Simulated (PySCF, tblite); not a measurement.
# C7H15PSi: geometry, infrared bands and NMR shifts

What infrared bands and NMR shifts should C7H15PSi (`CC1=CP([SiH](C)C)CC1`) show?

Programs: tblite 0.8.0 and PySCF 2.14.0, with density-fitted response routines of our own. Each step states its level of theory. These are calculated values for one molecule in the gas phase, unless marked as measured. Atoms are numbered from 0 throughout.

### 1 The molecule as given

24 atoms, charge 0, multiplicity 1; geometry from: force field or distance geometry start.

Bonds of the start (Å): C0–C1 1.50, C1–C2 1.32, C2–P3 1.86, P3–Si4 2.25, Si4–C5 1.85, Si4–C6 1.84, P3–C7 1.87, C7–C8 1.53, C8–C1 1.52, C0–H9 1.10, C0–H10 1.10, C0–H11 1.08, C2–H12 1.09, Si4–H13 1.48, C5–H14 1.10, C5–H15 1.08, C5–H16 1.10, C6–H17 1.10, C6–H18 1.09, C6–H19 1.10, C7–H20 1.10, C7–H21 1.10, C8–H22 1.11, C8–H23 1.09.

### 2 Relaxing the molecule with GFN2-xTB

The job: settings as JSON, then the geometry in Å.

```
{"job": {"kind": "relax", "xc": "GFN2-xTB", "basis": "xTB"}, "charge": 0, "multiplicity": 1}
C      3.252600     0.864800    -0.441000
C      1.942900     0.143200    -0.584100
C      0.913600     0.572900    -1.293400
P     -0.534000    -0.589000    -1.203900
Si    -1.631200     0.277800     0.562600
C     -2.307300     1.930000     0.063200
C     -2.965900    -0.898600     1.042300
C      0.531800    -1.867000    -0.351600
C      1.774600    -1.157100     0.180800
H      3.431200     1.111400     0.613900
H      3.242400     1.801500    -1.010700
H      4.064300     0.245900    -0.807600
H      0.904600     1.502900    -1.853100
H     -0.662300     0.428900     1.672200
H     -2.852900     2.399200     0.896600
H     -2.994700     1.848000    -0.767600
H     -1.500700     2.622400    -0.219100
H     -2.556100    -1.882100     1.325100
H     -3.679700    -1.057000     0.236500
H     -3.521600    -0.519900     1.912200
H      0.002900    -2.426200     0.431400
H      0.831200    -2.592800    -1.119400
H      1.663900    -0.929300     1.261700
H      2.638900    -1.809800     0.066200
```

Launch:

```sh
OMP_NUM_THREADS=1 python probes_run.py task.json out
```

The driver reads the jobs from task.json and runs them one after another.

**Question.** This job is followed by: GFN2-xTB harmonic vibrations, gas phase; GIAO PBE0/pcSseg-1 NMR shielding, non-relativistic, gas phase. Predict these results of the whole session: strongest single infrared mode (GFN2-xTB); zero-point energy (GFN2-xTB); 13C shifts against TMS (PBE0/pcSseg-1, means over atoms taken as alike); 1H shifts against TMS (PBE0/pcSseg-1, means over atoms taken as alike); 31P shifts against H3PO4 (PBE0/pcSseg-1); 29Si shifts against TMS (PBE0/pcSseg-1).

The runs gave:

```
                                                               quantity                                     value
                              strongest single infrared mode (GFN2-xTB)                      846 cm⁻¹, 270 km/mol
                                           zero-point energy (GFN2-xTB)                            124.0 kcal/mol
13C shifts against TMS (PBE0/pcSseg-1, means over atoms taken as alike)  158.7, 125.9, 42.8, 24.0, 22.7, -3.1 ppm
 1H shifts against TMS (PBE0/pcSseg-1, means over atoms taken as alike)    5.72, 4.58, 2.54, 2.11, 1.97, 0.15 ppm
                               31P shifts against H3PO4 (PBE0/pcSseg-1)                                 -85.4 ppm
                                29Si shifts against TMS (PBE0/pcSseg-1)                                 -24.2 ppm
```

**Reading.** Over 67 steps the energy fell by 0.178 eV; of the close pairs, Si4–C6 changed most, 1.843 to 1.906 Å. No mode is imaginary among the 66: a minimum at this level. The strongest single mode, at 846 cm⁻¹, is spread over many atoms; the largest shares are those of H14, H19. GFN2-xTB is a fitted tight-binding method: band positions and strengths are rough. Its intensities can rank the bands wrongly. The most deshielded hydrogen is H12 (hydrogen on an alkene CH), at 5.72 ppm: attached to an sp2 carbon and in the plane of the double bond. At PBE0/pcSseg-1: Shielding is most anisotropic at C1 (span 211 ppm, paramagnetic term -236 ppm).
